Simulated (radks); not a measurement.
**Excited configurations of Gd⁵⁵⁺**

An exercise on one series of results from a longer session: the logs are not shown, and one member is left open.

The numbers are computed with radks (a radial shooting solver on a logarithmic mesh, Libxc functionals) version 1 (Dirac Kohn-Sham, PBE, spin-unpolarised, spherical densities, finite nucleus; open shells are shared between the two j in proportion to 2j + 1), except any that are marked as measured or tabulated.

## Starting point

```
element            : gadolinium (Z = 64)
charge             : +55
electrons          : 9
configuration      : [He] 2s2 2p5
nuclear rms radius : 5.1569 fm
```

Outer shells as boxes (Hund's rule):

Gd⁵⁵⁺
```
[He] core
2s [↑↓]
2p [↑↓][↑↓][↑ ]
```

Set-up of the first run:

The run's settings:

```text
Z 64
configuration [He] 2s2 2p5
relativity Dirac
functional pbe,pbe
spin unpolarised
j_filling average
nucleus finite rms 5.1569 fm
c 137.035999084
```

Among the steps run: Ground configuration: [He] 2s2 2p5.

One table of the session follows, with a row left open; its other results are not shown here.

It belongs to the step «Ground configuration: [He] 2s2 2p5». From the orbitals of this run (lengths in bohr):

| level | <r> | outermost maximum (interpolated) | 90 % within |
| --- | --- | --- | --- |
| 1s1/2 | 0.02188 | 0.0139 | 0.0396 |
| 2s1/2 | 0.09058 | 0.0781 | 0.140 |
| 2p1/2 | 0.07539 | 0.0588 | 0.124 |
| 2p3/2 | ? | ? | ? |

Estimate the missing values for 2p3/2.

The run gave: <r>: 0.08182; outermost maximum (interpolated): 0.0645; 90 % within: 0.132. In the column «<r>» it lies between 2p1/2 (0.07539) and 2s1/2 (0.09058).

Caveats from the session: Spin polarisation and multiplet splitting are left out, so open shells lie too high by an amount that depends on their filling.
